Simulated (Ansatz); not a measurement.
# MP2/def2-SVP (core potential) run of HfHCl3O (SMILES Cl[Hf](Cl)(Cl)O)

Aim: the energy change on altering one bond length of HfHCl3O at MP2/def2-SVP (core potential), from 2 runs. 

The calculation is run with Ansatz 0.2.0.

1 further run of the same task is left out (it didn't finish).

## (1) Starting point

HfHCl3O: 6 atoms, total charge 0, spin state singlet. SMILES: `Cl[Hf](Cl)(Cl)O`. The shape is that of a PBE0-D4/def2-TZVP optimisation.

Bond lengths: Cl1–Hf2 2.337 Å, Hf2–Cl3 2.337 Å, Hf2–Cl4 2.337 Å, Hf2–O5 1.881 Å, O5–H6 0.953 Å. Angles: Cl1–Hf2–Cl3 109.7°, Cl1–Hf2–Cl4 109.7°, Cl1–Hf2–O5 109.2°, Cl3–Hf2–Cl4 109.7°, Cl3–Hf2–O5 109.2°, Cl4–Hf2–O5 109.2°, Hf2–O5–H6 179.9°.

## (2) A single-point energy at MP2/def2-SVP (core potential)

run.yaml

```yaml
crystal:
  periodic: [false, false, false]
  atoms:
    - {symbol: Cl, position_ang: [0.876760, -0.101050, -2.336560]}
    - {symbol: Hf, position_ang: [-0.022850, -0.350510, -0.194310]}
    - {symbol: Cl, position_ang: [-2.262380, -0.999350, -0.349730]}
    - {symbol: Cl, position_ang: [1.185990, -1.965090, 0.985740]}
    - {symbol: O, position_ang: [0.084060, 1.291990, 0.717110]}
    - {symbol: H, position_ang: [0.138420, 2.124020, 1.177740]}
basis:
  gaussian: {orbitals: def2-SVP}
correlation: {method: mp2, frozen_orbitals: {Cl: 5, H: 0, Hf: 0, O: 1}}
accuracy: high
```

Started as:

```console
$ ansatz run run.yaml --threads 1 --pin off --max-ram 3480MiB --events-out events.jsonl --progress --plain --runs-dir runs
```

Log:

```text
Warning: RAYON_NUM_THREADS=1 ignored (pool sized by the plan → 1); use --threads N
Functional definition: HF
  name "HF"
  exchange = exact_x
  correlation = 0
2132 factors; integrals over basis functions are off by at most 4.0e-9 eV
mean field evaluation 1: about -40847.1806 eV, gradient 4.2e1 eV
mean field evaluation 2: about -40847.2632 eV, gradient 4.3e1 eV
mean field evaluation 4: about -40851.2406 eV, gradient 2.3e0 eV
mean field evaluation 8: about -40851.2740 eV, gradient 1.9e-1 eV
mean field evaluation 16: about -40851.2741 eV, gradient 8.9e-9 eV
mean field -40851.27412254 eV, -1501.2566340151 hartree, gradient 8.9e-9 eV, S^2 0.000000; 0 other end points of the search recorded, 0 dependent functions left out
16 core orbitals not correlated: weight in the atoms' cores, before any rotation towards them, 1.000 or more for the frozen orbitals, at most 0.000 for the correlated occupied ones
reference -40851.27412254 eV, -1501.2566340151 hartree; 20, 20 occupied and 69, 69 virtual orbitals, 2132 factors
second order -21.75984383 eV of doubles, -0.00000000 eV of singles
Total energy: -40873.03396636 eV, -1502.0562935263 hartree
```

It took 4.8 s on 1 thread of Arm Neoverse V2, shared host; peak memory 0.35 GiB.

## (3) The distorted shape, same level

input.yaml

```yaml
crystal:
  periodic: [false, false, false]
  atoms:
    - {symbol: Cl, position_ang: [1.011720, -0.063626, -2.657942]}
    - {symbol: Hf, position_ang: [-0.022850, -0.350510, -0.194310]}
    - {symbol: Cl, position_ang: [-2.262380, -0.999350, -0.349730]}
    - {symbol: Cl, position_ang: [1.185990, -1.965090, 0.985740]}
    - {symbol: O, position_ang: [0.084060, 1.291990, 0.717110]}
    - {symbol: H, position_ang: [0.138420, 2.124020, 1.177740]}
basis:
  gaussian:
    orbitals: def2-SVP
correlation:
  method: mp2
  frozen_orbitals: {Cl: 5, H: 0, Hf: 0, O: 1}
accuracy: high
```

Started as:

```console
$ ansatz run input.yaml --threads 1 --pin off --max-ram 3480MiB --events-out events.jsonl --progress --plain --runs-dir runs
```

Log:

```text
Warning: RAYON_NUM_THREADS=1 ignored (pool sized by the plan → 1); use --threads N
[... 4 set-up lines as earlier in the session ...]
2115 factors; integrals over basis functions are off by at most 4.0e-9 eV
mean field evaluation 1: about -40846.1564 eV, gradient 4.4e1 eV
mean field evaluation 2: about -40846.2315 eV, gradient 4.4e1 eV
mean field evaluation 4: about -40850.7341 eV, gradient 2.4e0 eV
mean field evaluation 8: about -40850.7721 eV, gradient 2.0e-1 eV
mean field evaluation 16: about -40850.7723 eV, gradient 1.1e-8 eV
mean field -40850.77226264 eV, -1501.2381910040 hartree, gradient 1.1e-8 eV, S^2 0.000000; 0 other end points of the search recorded, 0 dependent functions left out
16 core orbitals not correlated: weight in the atoms' cores, before any rotation towards them, 1.000 or more for the frozen orbitals, at most 0.000 for the correlated occupied ones
reference -40850.77226264 eV, -1501.2381910040 hartree; 20, 20 occupied and 69, 69 virtual orbitals, 2115 factors
second order -21.60289293 eV of doubles, -0.00000000 eV of singles
Total energy: -40872.37515557 eV, -1502.0320826761 hartree
```

Run time: 4.8 s. Hardware: 1 thread of Arm Neoverse V2, shared host; peak memory 0.34 GiB.

## (4) What came out

At MP2/def2-SVP (core potential), 16 core orbitals frozen:

```
                                                           quantity           value
                                          first shape: total energy  -1502.05629 Eh
          first shape: correlation energy (16 core orbitals frozen)      -799.7 mEh
                                      distorted shape: total energy  -1502.03208 Eh
      distorted shape: correlation energy (16 core orbitals frozen)      -793.9 mEh
energy change with the Cl1–Hf2 bond stretched from 2.337 to 2.687 Å        0.659 eV
```

What this shows: With the Cl1–Hf2 bond stretched from 2.337 to 2.687 Å the energy rises by 0.66 eV (15.2 kcal/mol). The first shape isn't relaxed at this level, so the change isn't measured from a minimum.
